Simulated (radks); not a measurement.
**Taking charge from the 4d level of Os in fractions**

One table from this session's results is given with a row withheld; the runs are named, their logs left out.

Method: Dirac Kohn-Sham, BLYP, spin-unpolarised, spherical densities, finite nucleus; open shells fill j = l - 1/2 first. Code: radks (a radial shooting solver on a logarithmic mesh, Libxc functionals) version 1.

## The atom as given

| Quantity | Value |
| --- | --- |
| element | osmium (Z = 76) |
| charge | 0 |
| electrons | 76 |
| configuration | [Kr] 4d(3/2: 4, 5/2: 6) 4f14 5s2 5p6 5d6 6s2 |
| nuclear rms radius | 5.4126 fm |

A shell typed twice in an input gives the lower j, then the higher j.

Set-up of the first run:

Input:

```text
Z 76
configuration [Kr] 4d4 4d6 4f14 5s2 5p6 5d6 6s2
relativity Dirac
functional b88,lyp
spin unpolarised
j_filling energy
nucleus finite rms 5.4126 fm
c 137.035999084
```

Steps of the session up to this table: Start: [Kr] 4d(3/2: 4, 5/2: 6) 4f14 5s2 5p6 5d6 6s2.

One of the session's tables, all rows but one given; the rest of the session is left out.

It belongs to the step «Start: [Kr] 4d(3/2: 4, 5/2: 6) 4f14 5s2 5p6 5d6 6s2». Radial moments (bohr):

```
level     <r>  outermost maximum (interpolated)  90 % within  nodes
5s1/2       ?                                 ?            ?      ?
5p1/2   1.100                             0.974         1.60      3
4f5/2  0.5527                             0.403        0.903      0
4f7/2  0.5609                             0.408        0.917      0
5p3/2   1.202                              1.06         1.75      3
5d3/2   1.783                              1.34         2.84      2
6s1/2   3.005                              2.48         4.50      5
5d5/2   1.871                              1.38         3.00      2
```

Q: Estimate the row for 5s1/2 from the others.

As computed: <r>: 1.007; outermost maximum (interpolated): 0.914; 90 % within: 1.44; nodes: 4. In the column «<r>» it lies between 4f7/2 (0.5609) and 5p1/2 (1.100).
